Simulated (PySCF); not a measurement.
# C6H15BP2: NMR shifts

Wanted: the NMR shifts of C6H15BP2 (`[BH3-][P@+]1(CP(C)C)C=C1C`), by calculation.

Computed with PySCF 2.14.0, with density-fitted response routines of our own, on a single molecule in the gas phase. Atoms are numbered from 0 throughout.

**1. The molecule as given**

24 atoms, charge 0, multiplicity 1; geometry from: GFN2-xTB.

Bonds of the start (Å): B0–P1 1.96, P1–C2 1.87, C2–P3 1.87, P3–C4 1.85, P3–C5 1.85, P1–C6 1.82, C6–C7 1.32, C7–C8 1.47, C7–P1 1.82, B0–H9 1.19, B0–H10 1.19, B0–H11 1.19, C2–H12 1.10, C2–H13 1.09, C4–H14 1.09, C4–H15 1.09, C4–H16 1.09, C5–H17 1.09, C5–H18 1.09, C5–H19 1.09, C6–H20 1.07, C8–H21 1.09, C8–H22 1.09, C8–H23 1.09.

**2. NMR shieldings: PBE0/pcSseg-1**

What the job is given:

```
{"job": {"kind": "nmr", "xc": "PBE0", "basis": "pcSseg-1"}, "charge": 0, "multiplicity": 1}
B     -1.058125    -2.019835     0.146117
P     -0.610962    -0.117828     0.246352
C      0.355109     0.907209    -0.978078
P      2.172724     0.524051    -1.201249
C      1.997449    -1.182965    -1.883309
C      2.570612     0.071861     0.547457
C     -0.720577     0.876874     1.760705
C     -1.775346     1.071492     0.987540
C     -3.070762     1.752067     0.862513
H     -0.071080    -2.616353     0.439533
H     -1.932103    -2.110885     0.947250
H     -1.398728    -2.186129    -0.981330
H     -0.117171     0.783511    -1.958971
H      0.259845     1.957669    -0.687854
H      1.655281    -1.118577    -2.914758
H      1.289704    -1.768802    -1.298450
H      2.974699    -1.663065    -1.877022
H      2.491719     0.959306     1.173707
H      1.891246    -0.700742     0.912641
H      3.595610    -0.292693     0.591942
H     -0.297235     1.132806     2.708429
H     -3.289837     2.331346     1.759291
H     -3.065765     2.415395    -0.003013
H     -3.858043     1.014050     0.708114
```

Level: GIAO PBE0/pcSseg-1 NMR shielding, non-relativistic, gas phase.

Started as:

```bash
$ OMP_NUM_THREADS=1 python probes_run.py task.json out
```

The driver reads the jobs from task.json and runs them one after another.

The program printed:

```text
coarse grid: 20152 points
cycle   1  E = -944.3539760918  dE =  9.045e-01  |g| = 5.489e-01  |ddm| = 4.413e+00
cycle   2  E = -944.3600068998  dE = -6.031e-03  |g| = 5.365e-01  |ddm| = 1.193e+00
cycle   3  E = -944.4414036383  dE = -8.140e-02  |g| = 5.355e-02  |ddm| = 5.822e-01
cycle   4  E = -944.4420456872  dE = -6.420e-04  |g| = 2.414e-02  |ddm| = 9.486e-02
cycle   5  E = -944.4421977497  dE = -1.521e-04  |g| = 7.182e-03  |ddm| = 3.370e-02
cycle   6  E = -944.4422096324  dE = -1.188e-05  |g| = 2.688e-03  |ddm| = 9.576e-03
cycle   7  E = -944.4422113375  dE = -1.705e-06  |g| = 8.485e-04  |ddm| = 3.336e-03
final grid: 182888 points
cycle   8  E = -944.4985473108  dE = -5.948e-05  |g| = 1.076e-02  |ddm| = 4.566e-02
cycle   9  E = -944.4985388741  dE =  8.437e-06  |g| = 1.234e-02  |ddm| = 2.119e-02
cycle  10  E = -944.4985777177  dE = -3.884e-05  |g| = 1.085e-03  |ddm| = 1.233e-02
cycle  11  E = -944.4985780598  dE = -3.421e-07  |g| = 2.985e-04  |ddm| = 1.814e-03
cycle  12  E = -944.4985780809  dE = -2.104e-08  |g| = 1.370e-04  |ddm| = 5.036e-04
cycle  13  E = -944.4985780854  dE = -4.516e-09  |g| = 4.352e-05  |ddm| = 1.698e-04
cycle  14  E = -944.4985780859  dE = -4.659e-10  |g| = 1.195e-05  |ddm| = 5.696e-05
converged SCF energy = -944.4985780859

GIAO shielding tensors (ppm)
atom      isotropic    diamagn.    paramagn.     s11        s22        s33       span
  0 B      139.998     190.532     -50.534    120.016    136.204    163.774     43.758
  1 P      471.156     968.173    -497.017    250.329    265.748    897.393    647.064
  2 C      143.838     258.801    -114.963    112.845    145.663    173.005     60.159
  3 P      383.199     966.613    -583.414    357.835    374.273    417.488     59.653
  4 C      170.669     253.797     -83.128    159.793    169.492    182.723     22.930
  5 C      169.480     255.582     -86.102    162.778    167.558    178.103     15.326
  6 C       51.766     261.349    -209.583    -84.865     68.214    171.950    256.814
  7 C       27.888     272.944    -245.055   -115.939     26.679    172.925    288.865
  8 C      170.933     247.571     -76.638    155.526    171.061    186.212     30.686
  9 H       30.148      29.681       0.467     26.972     29.685     33.787      6.815
 10 H       31.097      30.126       0.971     26.640     29.210     37.441     10.801
 11 H       30.158      30.131       0.027     27.917     28.368     34.188      6.271
 12 H       29.542      34.104      -4.562     25.130     29.660     33.837      8.708
 13 H       30.654      34.621      -3.967     24.542     31.166     36.253     11.711
 14 H       30.705      30.514       0.191     26.802     27.256     38.057     11.255
 15 H       29.356      32.066      -2.711     22.902     29.150     36.015     13.113
 16 H       30.818      29.544       1.274     26.343     27.756     38.354     12.010
 17 H       30.566      32.961      -2.395     25.829     28.497     37.373     11.544
 18 H       29.707      33.699      -3.992     25.390     29.746     33.984      8.593
 19 H       30.508      30.313       0.195     26.029     27.391     38.105     12.076
 20 H       23.599      35.944     -12.345     20.800     23.929     26.069      5.270
 21 H       28.970      26.510       2.459     23.971     27.375     35.563     11.592
 22 H       29.252      29.770      -0.517     24.677     28.034     35.046     10.369
 23 H       29.005      28.473       0.532     24.348     27.564     35.102     10.755
```

Run time: 2.6 min. Hardware: 1 thread, shared host.

Shifts follow as δ = σ(reference) − σ, with reference shieldings (ppm) from runs at the same level and on the same kind of geometry: ¹H TMS 31.72, ¹³C TMS 186.9, ³¹P H3PO4 318.4, ¹¹B BF3·OEt2 100.1. The references are single molecules in the gas phase, so shifts against H2O, NH3, PH3, H3PO4 or CFCl3 are not on the usual liquid scales and can be off by tens of ppm. Atoms listed in one row are averaged.

```tsv
atoms	environment	σ (ppm)	δ (ppm)	δ scaled to CDCl3
C7	fully substituted alkene carbon	27.9	159.0	153.3
C6	alkene CH	51.8	135.2	130.0
C2	sp3 CH2 bonded to 2 P	143.8	43.1	40.1
C4, C5	methyl carbon bonded to P	170.1	16.9	14.5
C8	allylic methyl carbon	170.9	16.0	13.7
H20	hydrogen on an alkene CH	23.60	8.12	7.76
H21, H22, H23	hydrogen on an allylic methyl carbon	29.08	2.64	2.60
H12	hydrogen on an sp3 CH2 bonded to 2 P	29.54	2.17	2.16
H14, H15, H16, H17, H18, H19	hydrogen on a methyl carbon bonded to P	30.28	1.44	1.46
H9, H10, H11	hydrogen on a boron bonded to P	30.47	1.25	–
H13	hydrogen on an sp3 CH2 bonded to 2 P	30.65	1.06	1.11
B0	boron bonded to P, 3 H	140.0	-39.9	–
P3	phosphorus bonded to 3 C	383.2	-64.8	–
P1	phosphorus bonded to 3 C, B, in a 3-membered ring	471.2	-152.8	–
```

The scaled column applies a straight-line fit of computed shieldings to shifts measured in CDCl3 (root-mean-square error 0.16 ppm for H, 1.9 ppm for C).

The run also stored atomic charges by several schemes (e):

```tsv
atoms	Mulliken	IAO	Hirshfeld	ESP fit
B0	-0.17	-0.65	-0.15	-0.41
P1	0.38	0.92	0.33	0.38
C2	-0.59	-0.65	-0.16	-0.16
P3	0.25	0.51	0.15	-0.27
C4, C5	-0.50	-0.61	-0.17	-0.13
C6	-0.21	-0.34	-0.08	-0.20
C7	-0.26	-0.11	0.00	0.08
C8	-0.17	-0.43	-0.10	-0.50
```

Mayer bond orders: B0–P1 0.76, P1–C2 0.89, C2–P3 0.94, P3–C4 0.99, P3–C5 0.99, P1–C6 0.94, C6–C7 1.62, C7–C8 1.08, C7–P1 0.92.

Ring of atoms P1, C6, C7: NICS(0) -23.0, NICS(1) -8.2, NICS(1)zz -15.7 ppm (means of both faces; NICS(1) differs between them: -9.2 and -7.1).

In rings of three or four atoms NICS is ruled by the nearby σ bonds, so it says little on aromaticity.

**3. Outcome**

```
                                                               quantity                                   value
¹³C shifts against TMS (PBE0/pcSseg-1, means over atoms taken as alike)      159.0, 135.2, 43.1, 16.9, 16.0 ppm
 ¹H shifts against TMS (PBE0/pcSseg-1, means over atoms taken as alike)  8.12, 2.64, 2.17, 1.44, 1.25, 1.06 ppm
                            ¹¹B shifts against BF3·OEt2 (PBE0/pcSseg-1)                               -39.9 ppm
                               ³¹P shifts against H3PO4 (PBE0/pcSseg-1)                       -64.8, -152.8 ppm
```

At PBE0/pcSseg-1: The widest tensor belongs to P1: span 647 ppm, with a paramagnetic part of -497 ppm.
